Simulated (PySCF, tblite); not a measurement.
# C4H7F2Si radical: geometry, infrared bands and EPR parameters

Wanted: the infrared bands and EPR parameters of C4H7F2Si radical (`C=C([SiH2])CC(F)F`), by calculation.

Computed with tblite 0.8.0 and PySCF 2.14.0, with density-fitted response routines of our own, on a single molecule in the gas phase. Atoms count from 0, in the outputs and in this text.

### 1 Starting geometry

14 atoms, charge 0, multiplicity 2; geometry from: force field or distance geometry start.

Bonds of the start (Å): C0–C1 1.36, C1–Si2 1.83, C1–C3 1.49, C3–C4 1.49, C4–F5 1.38, C4–F6 1.38, C0–H7 1.07, C0–H8 1.11, Si2–H9 1.44, Si2–H10 1.46, C3–H11 1.10, C3–H12 1.14, C4–H13 1.11.

### 2 Relaxing the molecule with GFN2-xTB

The job: settings as JSON, then the geometry in Å.

```
{"job": {"kind": "relax", "xc": "GFN2-xTB", "basis": "xTB"}, "charge": 0, "multiplicity": 2}
C      1.002300    -1.769300    -0.070900
C      0.554700    -0.508800    -0.295600
Si     1.743100     0.845800    -0.605800
C     -0.908300    -0.203900    -0.273000
C     -1.301600     0.781600     0.774300
F     -0.630500     1.955400     0.501600
F     -2.663900     0.994800     0.701900
H      2.035600    -2.037700    -0.068800
H      0.190400    -2.498500     0.113800
H      2.171900     1.572700     0.566100
H      1.427400     1.656800    -1.773500
H     -1.217900     0.042000    -1.294600
H     -1.397400    -1.210200    -0.059600
H     -1.006600     0.378800     1.761900
```

Started as:

```bash
> OMP_NUM_THREADS=1 python probes_run.py task.json out
```

This one command runs all jobs of the session in turn.

**Question.** This job is followed by: GFN2-xTB harmonic vibrations, gas phase; UKS B3LYP, pcH-1 on C F H Si, non-relativistic, mean-field spin-orbit, GIAO. Predict these results of the whole session: strongest single infrared mode (GFN2-xTB); zero-point energy (GFN2-xTB); g(iso) (B3LYP); ⟨S²⟩; largest a(iso) (averaged by class); potential on the surface of density 0.002 e/bohr³, 1st and 99th percentile.

The runs gave:

| quantity | value |
| --- | --- |
| strongest single infrared mode (GFN2-xTB) | 2424 cm⁻¹, 350 km/mol |
| zero-point energy (GFN2-xTB) | 60.0 kcal/mol |
| g(iso) (B3LYP) | 2.00342 |
| ⟨S²⟩ | 0.764 (exact 0.75) |
| largest a(iso) (averaged by class) | 29Si on Si2, -174.5 MHz |
| potential on the surface of density 0.002 e/bohr³, 1st and 99th percentile | -0.89 V and 1.12 V |

What this shows: The optimisation took 123 steps and gained 0.565 eV; among the close pairs (by a distance rule), C3–H12 changed most, from 1.139 to 1.092 Å. No mode is imaginary among the 36: a minimum at this level. The strongest single mode, at 2424 cm⁻¹, moves mainly H10. Unscaled tight-binding wavenumbers are off by several per cent, some by more. Its intensities can rank the bands wrongly. Si2 carries the largest spin population, 0.95 e. The isotropic g lies 1.1 ppt above the free-electron value. These values are for one conformer; the search (at its own cheap level) found 2 more, at 0.03, 4.07 kcal/mol (those within 0.05 may be mirror or relabelled copies), and measured spectra average over such forms.
